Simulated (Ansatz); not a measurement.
# TiCd: the cost of one run

Method: DFT PBEsol, scalar-relativistic, in Ansatz 0.2.0.

### Step 1. The structure to begin with

Symmetry: P4/nmm, No. 129, tetragonal system. The conventional cell has a = 2.904 Å, b = 2.904 Å, c = 8.954 Å, α = 90.00°, β = 90.00°, γ = 90.00°. Ti (site symmetry 4mm) has 8 Ti at 2.82 to 2.90 Å and 4 Cd at 3.12 Å in its first shell of neighbours. Cd (site symmetry 4mm) is surrounded by 8 Cd at 2.90 to 3.10 Å and 4 Ti at 3.12 Å.

As a file:

```
CELL_PARAMETERS angstrom
2.90400 0.00000 0.00000
0.00000 2.90400 0.00000
0.00000 0.00000 8.95400
ATOMIC_POSITIONS crystal
Ti 0.00000 0.50000 0.60800
Ti 0.50000 0.00000 0.39200
Cd 0.00000 0.50000 0.13000
Cd 0.50000 0.00000 0.87000
```

Atoms are numbered in the order of the input: Ti1, Ti2, Cd3, Cd4.

### Step 2. The deformed structure

Space group P4/nmm before, P4/nmm after.

### Step 3. All-electron LAPW

input.yaml

```yaml
crystal:
  lattice:
    - [2.84592, 0.0, 0.0]
    - [0.0, 2.84592, 0.0]
    - [0.0, 0.0, 8.954]
  atoms:
    - { symbol: Ti, position: [0.0, 0.5, 0.608] }
    - { symbol: Ti, position: [0.5, 0.0, 0.392] }
    - { symbol: Cd, position: [0.0, 0.5, 0.13] }
    - { symbol: Cd, position: [0.5, 0.0, 0.87] }
kpoints:
  mp_grid: { grid: [11, 11, 4] }
  band_path:
    path:
      - [0.0, 0.0, 0.0]
      - [0.0, 0.5, 0.0]
      - [0.5, 0.5, 0.0]
      - [0.0, 0.0, 0.0]
      - [0.0, 0.0, 0.5]
      - [0.0, 0.5, 0.5]
      - [0.5, 0.5, 0.5]
      - [0.0, 0.0, 0.5]
      - [0.0, 0.5, 0.0]
    npoints: 5
scf:
  occupations: { method: fermi_dirac, width: 0.08 }
hamiltonian:
  xc: pbesol
  pseudopotentials: { kind: all_electron, lapw: { basis_error: 0.001 } }
output:
  forces: true
  stress: true
  eigenvalues: true
```

Run with:

```bash
> ansatz run input.yaml --threads 1 --pin off --max-ram 4096MiB --backend cpu --events-out ev --progress --plain --runs-dir out
```

Q: Estimate wall time and peak memory on 1 thread of Arm Neoverse V1, shared host.

About 61 s, with a peak of 0.59 GiB.
